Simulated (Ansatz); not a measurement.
**ScIr: relaxation**

Aim: relax the structure. Runs: cell and atoms relaxed (PAW).

Program: Ansatz 0.2.0. Level of theory: DFT LDA, frozen-core PAW, scalar-relativistic unless said. These are calculated values, not measurements.

5 further runs of the same task are left out: 1 that didn't finish, 4 set aside as unsound or not needed.

### Step 1. The starting structure

The structure is cubic, space group Pm-3m (No. 221). Conventional cell: a = 3.206 Å, b = 3.206 Å, c = 3.206 Å, α = 90.00°, β = 90.00°, γ = 90.00°. Around Sc (site symmetry m-3m) lie 8 Ir at 2.78 Å. Around Ir (site symmetry m-3m) lie 8 Sc at 2.78 Å.

Structure file:

```
Sc Ir
1.0
     3.20600    0.00000    0.00000
     0.00000    3.20600    0.00000
     0.00000    0.00000    3.20600
Sc Ir
1 1
Direct
  0.50000 0.50000 0.50000
  0.00000 0.00000 0.00000
```

Cartesian axes are those of the input's lattice vectors. The structure goes back to a database entry.

### Step 2. Cell and atoms relaxed, PAW

input.yaml

```yaml
crystal:
  lattice:
    - [3.206, 0.0, 0.0]
    - [0.0, 3.206, 0.0]
    - [0.0, 0.0, 3.206]
  atoms:
    - { symbol: Sc, position: [0.5, 0.5, 0.5] }
    - { symbol: Ir, position: [0.0, 0.0, 0.0] }
kpoints:
  mp_grid: { grid: [14, 14, 14] }
scf:
  occupations: { method: fermi_dirac, width: 0.08 }
hamiltonian:
  xc: lda
  pseudopotentials: { kind: paw }
relax:
  f_tol: 0.002
  max_steps: 80
  cell: {}
output:
  forces: true
  stress: true
```

Command:

```sh
$ ansatz run input.yaml --threads 1 --pin off --max-ram 2560MiB --backend cpu --events-out ev --progress --plain --runs-dir out
```

Log:

```text
Engine: ansatz 0.2.0
Pseudopotentials: kind: paw
Pseudopotential: Sc, paw, valence charge 11, recommended cutoff 420 eV (normal), Sc.paw.azcp
Pseudopotential: Ir, paw, valence charge 17, recommended cutoff 420 eV (normal), Ir.paw.azcp
Functional definition: SPW92
  exchange = slater_x
  correlation = pw_c
Crystal: 2 atoms, lattice volume = 32.953 Å³
Basis set: ecut = 420 eV, 619 PW (Γ)
Bands: 18, of which v1, the nominal top of the filled ones, is band 14 counted from 1 (13 counted from 0)
Symmetry: 48 space group operations
Space group: Pm-3m (ITA 221), of the structure as read, at distance tolerance 3.2e-5 Å
k-points: 120 of 2744
Non-local potential: Sc, projectors of the file, l = 0: 3, l = 1: 2, l = 2: 3, l = 3: 1
Non-local potential: Ir, projectors of the file, l = 0: 3, l = 1: 2, l = 2: 2, l = 3: 1
PAW form: soft (Blöchl's): semilocal exchange-correlation on the pseudo side does not see the compensation charge
PAW frozen core: Sc, regenerated for the run's functional, and the local potential with it (the file was generated under x = pbe(κ = 0.804, μ = 0.2195149727645171), c = pbe(β = 0.06672455060314922))
PAW frozen core: Ir, regenerated for the run's functional, and the local potential with it (the file was generated under x = pbe(κ = 0.804, μ = 0.2195149727645171), c = pbe(β = 0.06672455060314922))
PAW one-centre angular grid: Sc, 590 points (default); XC on 64 Gauss nodes
PAW one-centre angular grid: Ir, 590 points (default); XC on 64 Gauss nodes
Initial density: superposition of atomic densities (neutral atoms: chi_scale 0, normalization atom), corrected by the library's trained network
Initial wavefunctions: pseudopotential atomic-orbital guess
Functional: x = slater, c = lda
SCF iter   1: F=—  HF=-13754.484275 eV  |F-HF|=—  |Δ(HF+E_count)|=         —  Δρ=8.88e-3  dr2=4.14e-2  ethr=1.77e-3  ⟨swp⟩=3.7  Hψ=8586  notcnv=0
preconditioner: auto → none  [metal: Δε(μ)=0.022 eV  Ē_g=5.224 eV  σ=0.080 eV  W_gap=0.07  n_scr=6 (ndim 8)  ℏωp=22.4 eV  f_vac=0.000  D(μ)=0.72/eV (n_scr^D=6)  sad-step TF]
SCF iter   2: F=—  HF=-13754.482030 eV  |F-HF|=—  |Δ(HF+E_count)|=   2.25e-3  Δρ=6.29e-3  dr2=2.37e-2  ethr=1.48e-4  ⟨swp⟩=1.0  Hψ=3120  notcnv=0
SCF iter   3: F=—  HF=-13754.478778 eV  |F-HF|=—  |Δ(HF+E_count)|=   3.25e-3  Δρ=1.11e-3  dr2=3.93e-4  ethr=8.47e-5  ⟨swp⟩=1.9  Hψ=2348  notcnv=0
SCF iter   4: F=—  HF=-13754.478686 eV  |F-HF|=—  |Δ(HF+E_count)|=   9.24e-5  Δρ=3.11e-4  dr2=9.82e-6  ethr=1.40e-6  ⟨swp⟩=2.1  Hψ=3310  notcnv=0
SCF iter   5: F=—  HF=-13754.478684 eV  |F-HF|=—  |Δ(HF+E_count)|=   1.59e-6  Δρ=3.59e-5  dr2=5.91e-7  ethr=3.51e-8  ⟨swp⟩=2.0  Hψ=2817  notcnv=0
SCF iter   6: F=-13754.478684 eV  HF=-13754.478684 eV  |F-HF|=2.86e-9  |Δ(HF+E_count)|=   7.57e-8  Δρ=5.17e-6  dr2=4.37e-9  ethr=3.57e-10  ⟨swp⟩=4.0  Hψ=6705  notcnv=0
SCF 1 converged in 6 iterations: F = -13754.478684 eV  dr2 = 4.37e-9
relax step   1: F+E_penalty+E_count = -13754.47868427 eV  Δ(F+E_penalty+E_count) = +0.000e0 eV  max|allowed force component| = 9.532e-30 eV/Å  Δτ_max = 0.0000 Å  P = -7.397 GPa  Ω = 32.953 Å³  (6 SCF iters, dr2 threshold 1.00e-7 eV, accepted)
Crystal: 2 atoms, lattice volume = 29.486 Å³
Basis set: ecut = 420 eV, 587 PW (Γ)
Initial density: handed on by an earlier stage of this run
Initial wavefunctions: those handed on with the density
iter 1 solved again at ethr=7.49e-4 eV; its pass at ethr=3.10e-3 eV (dr2=2.10e-1 eV) is discarded
SCF iter   1: F=—  HF=-13754.442731 eV  |F-HF|=—  |Δ(HF+E_count)|=         —  Δρ=2.09e-2  dr2=2.11e-1  ethr=7.49e-4  ⟨swp⟩=1.0  Hψ=12113  notcnv=0
preconditioner: auto → none  [metal: Δε(μ)=0.054 eV  Ē_g=13.804 eV  σ=0.080 eV  W_gap=0.16  n_scr=6 (ndim 8)  ℏωp=29.0 eV  f_vac=0.000  D(μ)=0.54/eV (n_scr^D=0)]
SCF iter   2: F=—  HF=-13754.417516 eV  |F-HF|=—  |Δ(HF+E_count)|=   2.52e-2  Δρ=7.12e-3  dr2=2.57e-2  ethr=7.49e-4  ⟨swp⟩=2.0  Hψ=2723  notcnv=0
SCF iter   3: F=—  HF=-13754.413749 eV  |F-HF|=—  |Δ(HF+E_count)|=   3.77e-3  Δρ=1.27e-3  dr2=7.04e-4  ethr=9.19e-5  ⟨swp⟩=2.0  Hψ=3002  notcnv=0
SCF iter   4: F=—  HF=-13754.413652 eV  |F-HF|=—  |Δ(HF+E_count)|=   9.71e-5  Δρ=2.68e-4  dr2=1.14e-5  ethr=2.51e-6  ⟨swp⟩=2.0  Hψ=2462  notcnv=0
SCF iter   5: F=—  HF=-13754.413642 eV  |F-HF|=—  |Δ(HF+E_count)|=   9.39e-6  Δρ=3.05e-5  dr2=3.26e-7  ethr=4.08e-8  ⟨swp⟩=2.1  Hψ=2830  notcnv=0
SCF iter   6: F=-13754.413642 eV  HF=-13754.413642 eV  |F-HF|=1.20e-10  |Δ(HF+E_count)|=   5.57e-8  Δρ=3.05e-6  dr2=6.61e-10  ethr=7.14e-10  ⟨swp⟩=3.8  Hψ=6305  notcnv=0
SCF 2 converged in 6 iterations: F = -13754.413642 eV  dr2 = 6.61e-10
relax step   2: F+E_penalty+E_count = -13754.41364223 eV  Δ(F+E_penalty+E_count) = +6.504e-2 eV  max|allowed force component| = 3.911e-30 eV/Å  Δτ_max = 0.0000 Å  P = +15.645 GPa  Ω = 29.486 Å³  energy of the carried Pulay correction = +4.915e-4 eV  (6 SCF iters, dr2 threshold 2.00e-7 eV, rejected (line search))
Crystal: 2 atoms, lattice volume = 31.754 Å³
iter 1 solved again at ethr=3.82e-4 eV; its pass at ethr=3.10e-3 eV (dr2=1.07e-1 eV) is discarded
SCF iter   1: F=—  HF=-13754.525867 eV  |F-HF|=—  |Δ(HF+E_count)|=         —  Δρ=1.41e-2  dr2=1.07e-1  ethr=3.82e-4  ⟨swp⟩=1.0  Hψ=11864  notcnv=0
preconditioner: auto → none  [metal: Δε(μ)=0.043 eV  Ē_g=13.597 eV  σ=0.080 eV  W_gap=0.13  n_scr=6 (ndim 8)  ℏωp=28.0 eV  f_vac=0.000  D(μ)=0.80/eV (n_scr^D=6)]
SCF iter   2: F=—  HF=-13754.512250 eV  |F-HF|=—  |Δ(HF+E_count)|=   1.36e-2  Δρ=4.52e-3  dr2=1.17e-2  ethr=3.82e-4  ⟨swp⟩=2.0  Hψ=2750  notcnv=0
SCF iter   3: F=—  HF=-13754.510621 eV  |F-HF|=—  |Δ(HF+E_count)|=   1.63e-3  Δρ=6.21e-4  dr2=1.21e-4  ethr=4.17e-5  ⟨swp⟩=2.0  Hψ=3060  notcnv=0
SCF iter   4: F=—  HF=-13754.510608 eV  |F-HF|=—  |Δ(HF+E_count)|=   1.35e-5  Δρ=1.67e-4  dr2=3.41e-6  ethr=4.32e-7  ⟨swp⟩=2.2  Hψ=2752  notcnv=0
SCF iter   5: F=—  HF=-13754.510611 eV  |F-HF|=—  |Δ(HF+E_count)|=   2.91e-6  Δρ=1.43e-5  dr2=3.86e-8  ethr=1.22e-8  ⟨swp⟩=2.3  Hψ=3532  notcnv=0
SCF iter   6: F=—  HF=-13754.510611 eV  |F-HF|=—  |Δ(HF+E_count)|=   6.24e-7  Δρ=2.97e-6  dr2=4.27e-9  ethr=1.38e-10  ⟨swp⟩=2.8  Hψ=3894  notcnv=0
SCF iter   7: F=-13754.510611 eV  HF=-13754.510611 eV  |F-HF|=3.64e-12  |Δ(HF+E_count)|=  6.58e-10  Δρ=1.33e-7  dr2=2.01e-12  ethr=1.00e-12  ⟨swp⟩=4.2  Hψ=9771  notcnv=0
SCF 3 converged in 7 iterations: F = -13754.510611 eV  dr2 = 2.01e-12
relax step   3: F+E_penalty+E_count = -13754.51061125 eV  Δ(F+E_penalty+E_count) = -3.193e-2 eV  max|allowed force component| = 2.761e-29 eV/Å  Δτ_max = 0.0000 Å  P = -0.878 GPa  Ω = 31.754 Å³  energy of the carried Pulay correction = +1.639e-4 eV  (7 SCF iters, accepted)
Crystal: 2 atoms, lattice volume = 31.600 Å³
iter 1 solved again at ethr=1.53e-6 eV; its pass at ethr=3.10e-3 eV (dr2=4.29e-4 eV) is discarded
SCF iter   1: F=—  HF=-13754.511090 eV  |F-HF|=—  |Δ(HF+E_count)|=         —  Δρ=9.11e-4  dr2=4.40e-4  ethr=1.53e-6  ⟨swp⟩=2.0  Hψ=11554  notcnv=0
preconditioner: auto → none  [metal: Δε(μ)=0.004 eV  Ē_g=13.584 eV  σ=0.080 eV  W_gap=0.01  n_scr=6 (ndim 8)  ℏωp=28.0 eV  f_vac=0.000  D(μ)=0.71/eV (n_scr^D=6)]
SCF iter   2: F=—  HF=-13754.511037 eV  |F-HF|=—  |Δ(HF+E_count)|=   5.26e-5  Δρ=2.89e-4  dr2=4.67e-5  ethr=1.53e-6  ⟨swp⟩=1.5  Hψ=2222  notcnv=0
SCF iter   3: F=—  HF=-13754.511028 eV  |F-HF|=—  |Δ(HF+E_count)|=   9.29e-6  Δρ=5.50e-5  dr2=1.39e-6  ethr=1.67e-7  ⟨swp⟩=1.9  Hψ=2406  notcnv=0
iter 4 did not close the SCF: its close was put off for the readings that it lacked (scf_convergence_deferred on its scf_iter line)
SCF iter   4: F=-13754.511028 eV  HF=-13754.511028 eV  |F-HF|=1.15e-8  |Δ(HF+E_count)|=   2.30e-7  Δρ=1.29e-5  dr2=2.70e-8  ethr=4.96e-9  ⟨swp⟩=2.2  Hψ=2633  notcnv=0
iter 5 did not close the SCF: its close was put off for the readings that it lacked (scf_convergence_deferred on its scf_iter line)
SCF iter   5: F=-13754.511028 eV  HF=-13754.511028 eV  |F-HF|=8.11e-10  |Δ(HF+E_count)|=   7.19e-9  Δρ=1.79e-6  dr2=9.61e-10  ethr=9.65e-11  ⟨swp⟩=2.5  Hψ=3479  notcnv=0
SCF iter   6: F=-13754.511028 eV  HF=-13754.511028 eV  |F-HF|=1.82e-12  |Δ(HF+E_count)|=  2.20e-10  Δρ=1.61e-7  dr2=2.40e-12  ethr=3.43e-12  ⟨swp⟩=1.0  Hψ=5932  notcnv=0
SCF 4 converged in 6 iterations: F = -13754.511028 eV  dr2 = 2.40e-12
relax step   4: F+E_penalty+E_count = -13754.51102774 eV  Δ(F+E_penalty+E_count) = -4.165e-4 eV  max|allowed force component| = 1.676e-30 eV/Å  Δτ_max = 0.0000 Å  P = +0.064 GPa  Ω = 31.600 Å³  energy of the carried Pulay correction = +1.855e-4 eV  (6 SCF iters, dr2 threshold 2.00e-7 eV, accepted)
Crystal: 2 atoms, lattice volume = 31.610 Å³
iter 1 solved again at ethr=6.89e-9 eV; its pass at ethr=3.10e-3 eV (dr2=1.93e-6 eV) is discarded
SCF iter   1: F=—  HF=-13754.511029 eV  |F-HF|=—  |Δ(HF+E_count)|=         —  Δρ=6.14e-5  dr2=2.00e-6  ethr=6.89e-9  ⟨swp⟩=2.0  Hψ=11366  notcnv=0
preconditioner: auto → none  [metal: Δε(μ)=0.010 eV  Ē_g=13.579 eV  σ=0.080 eV  W_gap=0.03  n_scr=6 (ndim 8)  ℏωp=28.0 eV  f_vac=0.000  D(μ)=0.72/eV (n_scr^D=6)]
SCF iter   2: F=—  HF=-13754.511028 eV  |F-HF|=—  |Δ(HF+E_count)|=   2.44e-7  Δρ=1.95e-5  dr2=2.12e-7  ethr=6.89e-9  ⟨swp⟩=1.5  Hψ=2225  notcnv=0
iter 3 did not close the SCF: its close was put off for the readings that it lacked (scf_convergence_deferred on its scf_iter line)
SCF iter   3: F=-13754.511028 eV  HF=-13754.511028 eV  |F-HF|=5.25e-9  |Δ(HF+E_count)|=   3.29e-8  Δρ=3.68e-6  dr2=6.17e-9  ethr=7.57e-10  ⟨swp⟩=1.9  Hψ=2404  notcnv=0
iter 4 did not close the SCF: its close was put off for the readings that it lacked (scf_convergence_deferred on its scf_iter line)
SCF iter   4: F=-13754.511028 eV  HF=-13754.511028 eV  |F-HF|=5.46e-11  |Δ(HF+E_count)|=   1.04e-9  Δρ=8.73e-7  dr2=1.22e-10  ethr=2.20e-11  ⟨swp⟩=2.3  Hψ=2670  notcnv=0
iter 5 did not close the SCF: its close was put off for the readings that it lacked (scf_convergence_deferred on its scf_iter line)
SCF iter   5: F=-13754.511028 eV  HF=-13754.511028 eV  |F-HF|=7.28e-12  |Δ(HF+E_count)|=  3.27e-11  Δρ=1.23e-7  dr2=4.47e-12  ethr=1.00e-12  ⟨swp⟩=2.0  Hψ=2537  notcnv=0
SCF iter   6: F=-13754.511028 eV  HF=-13754.511028 eV  |F-HF|=3.64e-12  |Δ(HF+E_count)|=  7.28e-12  Δρ=1.13e-8  dr2=1.25e-14  ethr=1.00e-12  ⟨swp⟩=1.0  Hψ=4800  notcnv=0
SCF 5 converged in 6 iterations: F = -13754.511028 eV  dr2 = 1.25e-14
relax step   5: F+E_penalty+E_count = -13754.51102833 eV  Δ(F+E_penalty+E_count) = -5.937e-7 eV  max|allowed force component| = 4.930e-30 eV/Å  Δτ_max = 0.0000 Å  P = -0.000 GPa  Ω = 31.610 Å³  energy of the carried Pulay correction = +1.841e-4 eV  (6 SCF iters, dr2 threshold 1.01e-8 eV, accepted)
Initial wavefunctions: pseudopotential atomic-orbital guess (no wavefunctions were taken with the density)
iter 1 solved again at ethr=9.42e-10 eV; its pass at ethr=3.10e-3 eV (dr2=2.64e-7 eV) is discarded
SCF iter   1: F=—  HF=-13754.510810 eV  |F-HF|=—  |Δ(HF+E_count)|=         —  Δρ=6.81e-5  dr2=2.27e-7  ethr=9.42e-10  ⟨swp⟩=4.0  Hψ=16242  notcnv=0
preconditioner: auto → none  [metal: Δε(μ)=0.051 eV  Ē_g=13.585 eV  σ=0.080 eV  W_gap=0.16  n_scr=6 (ndim 8)  ℏωp=28.0 eV  f_vac=0.000  D(μ)=0.72/eV (n_scr^D=6)]
SCF iter   2: F=—  HF=-13754.510810 eV  |F-HF|=—  |Δ(HF+E_count)|=   5.25e-8  Δρ=3.18e-5  dr2=4.47e-8  ethr=8.11e-10  ⟨swp⟩=2.0  Hψ=2293  notcnv=0
SCF iter   3: F=—  HF=-13754.510810 eV  |F-HF|=—  |Δ(HF+E_count)|=   5.39e-9  Δρ=3.71e-6  dr2=2.06e-9  ethr=1.60e-10  ⟨swp⟩=2.0  Hψ=2331  notcnv=0
SCF iter   4: F=—  HF=-13754.510810 eV  |F-HF|=—  |Δ(HF+E_count)|=  3.29e-10  Δρ=7.52e-7  dr2=4.28e-11  ethr=7.37e-12  ⟨swp⟩=2.0  Hψ=3844  notcnv=0
iter 5 did not close the SCF: its close was put off for the readings that it lacked (scf_convergence_deferred on its scf_iter line)
SCF iter   5: F=-13754.510810 eV  HF=-13754.510810 eV  |F-HF|=3.64e-12  |Δ(HF+E_count)|=  7.28e-12  Δρ=1.34e-7  dr2=2.37e-12  ethr=1.00e-12  ⟨swp⟩=1.0  Hψ=2160  notcnv=0
SCF iter   6: F=-13754.510810 eV  HF=-13754.510810 eV  |F-HF|=3.64e-12  |Δ(HF+E_count)|=  3.64e-12  Δρ=1.10e-8  dr2=9.07e-15  ethr=1.00e-12  ⟨swp⟩=3.0  Hψ=8066  notcnv=0
SCF 6 converged in 6 iterations: F = -13754.510810 eV  dr2 = 9.07e-15
relax step   6: F+E_penalty+E_count = -13754.51081004 eV  Δ(F+E_penalty+E_count) = +2.183e-4 eV  max|allowed force component| = 2.202e-30 eV/Å  Δτ_max = 0.0000 Å  P = +0.008 GPa  Ω = 31.610 Å³  stress off target by 8.03e-3 GPa  SCF on the basis re-selected at this cell (its energy is not comparable with the rows above)  (6 SCF iters)
basis re-selected at this cell: Δ(F+E_penalty+E_count) = +2.183e-4 eV, ΔP = +0.009 GPa vs the last step (what re-selecting the basis moved, of the pressure what is left beyond the Pulay correction that the steps carried, after the strain that the cell walked since its last selection, with what the two solves' SCF thresholds leave and, on support functions, any second-order correction that the steps lacked; it is no measure of the basis error at this ecutwfc). This SCF's stress stands 8.03e-3 GPa from its target on what of the cell is left free (relax.cell.stress_tol is 5.00e-2 GPa) and its largest allowed force component is 2.20e-30 eV/Å (relax.f_tol is 2.00e-3 eV/Å): within both
SCF converged after 6 iterations
Free energy (F): -13754.510810 eV
Harris-Foulkes:  -13754.510810 eV  (|F-HF|=3.64e-12)
Internal energy: -13754.495316 eV  (E = F + TS)
E sigma→0 (E₀):  -13754.503063 eV
Entropy (-TS):   -0.015494 eV (-7.747 meV/atom)
Fermi energy:    18.718023 eV
--- Per-component energies (eV) ---
  E_band       = -256.894958
  E_kinetic    = 889.212419
  E_local      = -1961.870492  (includes V_loc(G=0)·N_el)
  E_nonlocal   = 166.384024
  E_hartree    = 718.296596
  E_xc         = -371.869365
  E_vxc        = -431.490366  (∫ρ·V_xc dr)
  E_paw        = -9863.493198  (= ΣΔE_a)
  E_vpaw       = -355.723796  (= ΣTr[D̂ρ^β])
  E_aug_tail   = 0.000061  (compensation charges beyond the density's cutoff)
  E_ewald      = -3331.871886
  E_core_change = 0.716525  (= ΣΔE_core)
  E_smearing   = -0.015494  (= −TS)
  E_closure    = 0.000000  (closes the sum)
  Σ components = -13754.510810   (vs F -13754.510810, Δ=0.00e0)
--- Forces (eV/Å), atoms counted from 1 ---
  atom   1  Sc    -0.00000000    -0.00000000    -0.00000000
  atom   2  Ir    -0.00000000     0.00000000     0.00000000
  max |Σ_I F_I| component: 6.11e-30 eV/Å
--- Stress (GPa, compression-positive) ---
        0.008030       0.000000      -0.000000
        0.000000       0.008030      -0.000000
       -0.000000      -0.000000       0.008030
  P = ⅓ Tr σ = 0.0080 GPa (0.080 kbar)
--- Relaxed structure (5 steps of the walk, 4 accepted, 1 SCFs on fresh bases) ---
  F+E_penalty+E_count = -13754.51081004 eV   max|allowed force component| = 2.202e-30 eV/Å   (the final SCF, on the basis selected at the relaxed cell)
  cell:  # Å, volume = 31.6101 Å³
    - [3.161855056107886, -3.2098832406453937e-34, 6.419766481290786e-35]
    - [-1.9259299443872363e-34, 3.161855056107886, 6.419766481290786e-35]
    - [1.2839532962581572e-34, 6.419766481290786e-35, 3.161855056107886]
  atoms:
    - { symbol: Sc, position: [0.5, 0.5, 0.5] }
    - { symbol: Ir, position: [2.50413987893354e-47, 5.335525310227705e-50, 8.536840496364343e-49] }
```

Run time: 14 s. Hardware: 1 thread of Intel Xeon Platinum 8488C (Sapphire Rapids), shared host; peak memory 0.42 GiB.

Step by step:

```csv
step,energy from step 1 (eV/cell),largest force component (eV/Å),pressure (GPa),volume (Å³)
1,0.0000,0.0000,-7.40,32.95
2x,0.0650,0.0000,15.65,29.49
3,-0.0319,0.0000,-0.88,31.75
4,-0.0323,0.0000,0.06,31.60
5,-0.0323,0.0000,0.00,31.61
6,-0.0321,0.0000,0.01,31.61
```

Step 1 is the start. Step 6 repeats the geometry before on a plane-wave basis chosen anew for that cell, so the energy can jump there without any move; the table keeps such jumps. 1 step was tried and not accepted (marked x).

| input's cell | before | after | change |
| --- | --- | --- | --- |
| a (Å) | 3.206 | 3.162 | -1.4 % |
| b (Å) | 3.206 | 3.162 | -1.4 % |
| c (Å) | 3.206 | 3.162 | -1.4 % |
| volume (Å³/atom) | 16.48 | 15.81 | -4.1 % |

### Step 3. Summary of results

| quantity | value |
| --- | --- |
| cell | a = 3.162 Å, b = 3.162 Å, c = 3.162 Å, α = 90.00°, β = 90.00°, γ = 90.00° |
| volume | 15.805 Å³/atom |

The volume changes by -4.1 %. Cautions: frozen-core PAW files fitted under PBE, their cores solved anew for the functional of the run; no spin-orbit coupling on heavy atoms.
